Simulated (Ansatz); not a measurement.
# CH5FOSSi: a ladder of functionals and wavefunction methods

How much do the methods differ for CH5FOSSi? The plan is to run it at one geometry with functionals of several rungs and with coupled cluster. The yardstick is the atomisation energy at the CCSD(T) limit.

Program: Ansatz 0.2.0, Gaussian basis. Level of theory: functionals in def2-TZVPP, the program's frozen cores in correlated methods. These are calculated values, not measurements.

The runs, in order: PBE-D4, r2SCAN-D4, PBE0-D4, B3LYP-D4, ωB97X-V, ωB97M-V, B2PLYP; CCSD(T)/def2-TZVPP; MP2/def2-QZVPP; extrapolation to the limit.

## 1. The geometry

The geometry comes from an earlier relaxation with PBE0-D4 in a triple-zeta def2 set; it is a stationary point, not always the lowest conformer.

SMILES `CS[SiH](O)F`, 10 atoms, charge 0, spin multiplicity 1.

Atoms are counted from 1 here; the program's logs count them from 0.

Bond lengths: C1–S2 1.820 Å, C1–H6 1.089 Å, C1–H7 1.089 Å, C1–H8 1.088 Å, S2–Si3 2.111 Å, Si3–O4 1.625 Å, Si3–F5 1.598 Å, Si3–H9 1.473 Å, O4–H10 0.959 Å. Angles: S2–C1–H6 106.4°, S2–C1–H7 111.1°, S2–C1–H8 110.8°, H6–C1–H7 108.8°, H6–C1–H8 109.4°, H7–C1–H8 110.2°, C1–S2–Si3 99.7°, S2–Si3–O4 109.0°, S2–Si3–F5 107.9°, S2–Si3–H9 115.0°, O4–Si3–F5 111.8°, O4–Si3–H9 107.2°, F5–Si3–H9 106.0°, Si3–O4–H10 118.4°.

## 2. PBE-D4 (GGA)

Input file in.yaml:

```yaml
crystal:
  periodic: [false, false, false]
  atoms:
    - {symbol: C, position_ang: [-1.385362, 0.928880, -0.709392]}
    - {symbol: S, position_ang: [-0.600273, -0.706924, -0.846796]}
    - {symbol: Si, position_ang: [1.076779, -0.401542, 0.398033]}
    - {symbol: O, position_ang: [1.768333, -1.837285, 0.718139]}
    - {symbol: F, position_ang: [0.574827, 0.324711, 1.730004]}
    - {symbol: H, position_ang: [-2.299218, 0.882336, -1.299893]}
    - {symbol: H, position_ang: [-0.742179, 1.707553, -1.117985]}
    - {symbol: H, position_ang: [-1.635690, 1.152557, 0.325685]}
    - {symbol: H, position_ang: [2.122270, 0.467244, -0.169843]}
    - {symbol: H, position_ang: [1.203612, -2.568529, 0.975046]}
basis:
  gaussian: {orbitals: def2-TZVPP}
hamiltonian: {xc: pbe, dispersion: d4}
output: {forces: true, orbitals: {seedname: orbitals}}
```

The run is started by

```console
$ ansatz run in.yaml --threads 4 --pin off --events-out ev --progress --plain --max-ram 10444MiB
```

The runs that follow: r2SCAN-D4 (meta-GGA); PBE0-D4 (hybrid); B3LYP-D4 (hybrid); ωB97X-V (range-separated); ωB97M-V (range-separated); B2PLYP (double hybrid); CCSD(T) in def2-TZVPP; MP2 in def2-QZVPP.

Before running them: what should the planned runs give, taken together? Wanted: atomisation energy, CCSD(T)/CBS; farthest; mean size of error, hybrid; mean size of error, range-separated; gap, smallest and largest; T1 diagnostic; triples share of the correlation energy.

As calculated:

```
                               quantity                                 value
        atomisation energy, CCSD(T)/CBS                        905.8 kcal/mol
functionals within 4.5 kcal/mol (0.5 %)           r2SCAN-D4, ωB97X-V, ωB97M-V
                               farthest               B2PLYP (-15.5 kcal/mol)
             mean size of error, hybrid                          9.1 kcal/mol
    mean size of error, range-separated                          0.4 kcal/mol
              gap, smallest and largest  5.08 eV (PBE-D4), 11.69 eV (ωB97X-V)
                          T1 diagnostic                                0.0114
triples share of the correlation energy                                 3.6 %
```

**Reading.** PBE-D4 is off by +6.9 kcal/mol. Double hybrids carry the basis error of their MP2 part in triple zeta, and no dispersion term here, so their miss is partly the set-up's. Misses under about 4.5 kcal/mol are within the doubt on the reference itself, which lacks core-valence correlation, relativity and higher excitations. Hartree-Fock recovers 73 % of the binding; the rest is correlation. The gap grows from 5.1 to 11.7 eV across the functionals, mostly with the share of exact exchange.
